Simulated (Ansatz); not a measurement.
# CoCl+ (doublet): the correlation ladder, def2-TZVPP

An exercise on one series of results from a longer session: the logs are not shown, and one member is left open.

Method: def2-TZVPP, core rule «outside noble gas», up to 14 orbitals frozen; program: Ansatz 0.2.0, Gaussian basis.

The runs, in order: UHF; ROHF; CCSD(T) on UHF.

2 further runs of the same task are left out: 2 set aside as unsound or not needed.

## The system

The geometry is a PBE0/def2-TZVP stationary point (not a proven minimum) of the parent state, kept for this charge and spin.

2 atoms, charge 1, spin multiplicity 2.

Atoms are counted from 1 here; the program's logs count them from 0.

Bond lengths: Co1–Cl2 2.092 Å.

Set-up of the first run:

The input, in.yaml:

```yaml
crystal:
  periodic: [false, false, false]
  atoms:
    - {symbol: Co, position_ang: [0.000000, 0.000000, 0.000000]}
    - {symbol: Cl, position_ang: [0.000000, 0.000000, 2.092400]}
basis:
  gaussian: {orbitals: def2-TZVPP}
total_charge: 1
magnetization: {spin_polarized: true, initial_magnetization: 1}
hamiltonian: {xc: hf}
output: {orbitals: {seedname: orbitals}}
```

Run with:

```sh
$ ansatz run in.yaml --threads 1 --pin off --events-out ev --progress --plain --max-ram 4096MiB --backend cpu
```

Among the steps run: UHF; ROHF; CCSD(T) on UHF.

One of the session's tables, all rows but one given; the rest of the session is left out.

It belongs to the step «Misses and costs». 

```
  method  from UCCSD(T) (kJ/mol)
    ROHF                       ?
     UHF                 +1276.4
    UMP2                  +164.9
   UCCSD                   +74.5
UCCSD(T)                       0
```

Q: Estimate the row for ROHF from the others.

As computed: from UCCSD(T) (kJ/mol): +1394.8. In the column «from UCCSD(T) (kJ/mol)» it is the highest.

The program flags UCCSD(T) as in doubt (see the logs), so the zero of the table is itself unsure.

To keep in mind: The determinant is far from a pure spin state, so its energy mixes those of several spin states (harmless only where they are near-degenerate, as at dissociation). The program flags UCCSD(T) as in doubt, so the zero of the table is itself unsure.
